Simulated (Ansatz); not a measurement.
**FH2Sn: rigid scan of one bond length, by script**

How does the energy of FH2Sn change as one bond is stretched? A script is to give a rigid scan of one bond length; the system is FH2Sn. SMILES: [F][SnH2].

Computed with the Python package of Ansatz 0.2.0. Level of theory: Hartree-Fock/def2-TZVP.

## (1) The system

Bond lengths: F1–Sn2 1.907 Å, Sn2–H3 1.721 Å, Sn2–H4 1.786 Å. Angles: F1–Sn2–H3 107.6°, F1–Sn2–H4 112.6°, H3–Sn2–H4 107.8°.

No structure file is read: the coordinates are typed or built in the script.

## (2) The script

scan_fh2sn.py

```python
from dataclasses import dataclass

import ansatz as az
import numpy as np


@dataclass(frozen=True)
class Settings:
    basis_set: str = "def2-TZVP"
    xc: str = "hf"


cfg = Settings()

geometry_ang = [
    ("F", (-1.6221, -0.2642, 0.6552)),
    ("Sn", (-0.0382, -0.2246, -0.4053)),
    ("H", (1.2053, -1.01, 0.4885)),
    ("H", (0.5105, 1.4384, -0.7587)),
]
geometry = az.Crystal.molecule()
for symbol, xyz in geometry_ang:
    geometry = geometry.atom(symbol, xyz)

symbols = [site.symbol for site in geometry.cartesian_sites]
start = np.array([site.position_ang for site in geometry.cartesian_sites])
axis = (start[2] - start[1]) / np.linalg.norm(start[2] - start[1])
moving = [2]
lengths, energies = [1.515, 1.583, 1.652, 1.721, 1.79, 1.859, 1.928, 2.031], []
for length in lengths:
    xyz = start.copy()
    xyz[moving] += (length - np.linalg.norm(start[2] - start[1])) * axis
    point = az.Crystal.molecule()
    for symbol, place in zip(symbols, xyz):
        point = point.atom(symbol, place.tolist())
    job = (
        point.calculation()
        .basis(gaussian=cfg.basis_set)
        .functional(cfg.xc)
        .spin("collinear", total=1)
    )
    summary = job.run(threads=1).report
    energies.append(summary["free_energy_ev"])
    print(f"r = {length:6.3f} A  E = {energies[-1]:.5f} eV  <S^2> = {abs(summary['mean_field']['state']['spin_squared']):.3f}")

fit = np.polynomial.Polynomial.fit(lengths, np.array(energies) - min(energies), 4).convert()
roots = [r.real for r in fit.deriv().roots() if abs(r.imag) < 1e-9 and fit.deriv(2)(r.real) > 0]
r_e = min(roots, key=lambda r: abs(r - lengths[int(np.argmin(energies))]))
print(f"minimum of the fit at {r_e:.4f} A, force constant {fit.deriv(2)(r_e):.2f} eV/A^2")
```

## (3) The input behind the calls

The package turns the script's settings into the engine's input (first run):

```yaml
crystal:
  periodic: [false, false, false]
  atoms:
    - { symbol: F, position_ang: [-1.6221, -0.2642, 0.6552] }
    - { symbol: Sn, position_ang: [-0.0382, -0.2246, -0.4053] }
    - { symbol: H, position_ang: [1.0564219355576634, -0.9159679679831032, 0.3814897756344508] }
    - { symbol: H, position_ang: [0.5105, 1.4384, -0.7587] }
basis:
  gaussian:
    orbitals: def2-TZVP
hamiltonian:
  xc: hf
magnetization:
  spin_polarized: true
  initial_magnetization: 1.0
```

## (4) Launch

The run is started by

```console
> python scan_fh2sn.py
```

**Question.** What results will this script give? Wanted: range of energy; lowest point, distance.

The runs gave:

| quantity | value |
| --- | --- |
| bond length at the fit's minimum | 1.7140 Å |
| runs compared | 8 |
| range of energy | 0.472 eV |
| lowest point, distance (Å) | 1.72 |

In words: The lowest point, at 1.72, lies inside the range. The ends stand 0.377 and 0.472 eV above it. The distance scanned is the script's pair 1, 2. Reading the output:
- The rest of the molecule is held rigid at a force-field or estimated start geometry, and the basis set is modest; single-reference methods fail as a bond breaks.
- def2 sets replace the cores of elements past krypton by effective core potentials.
- The species is open-shell (spin multiplicity 2).
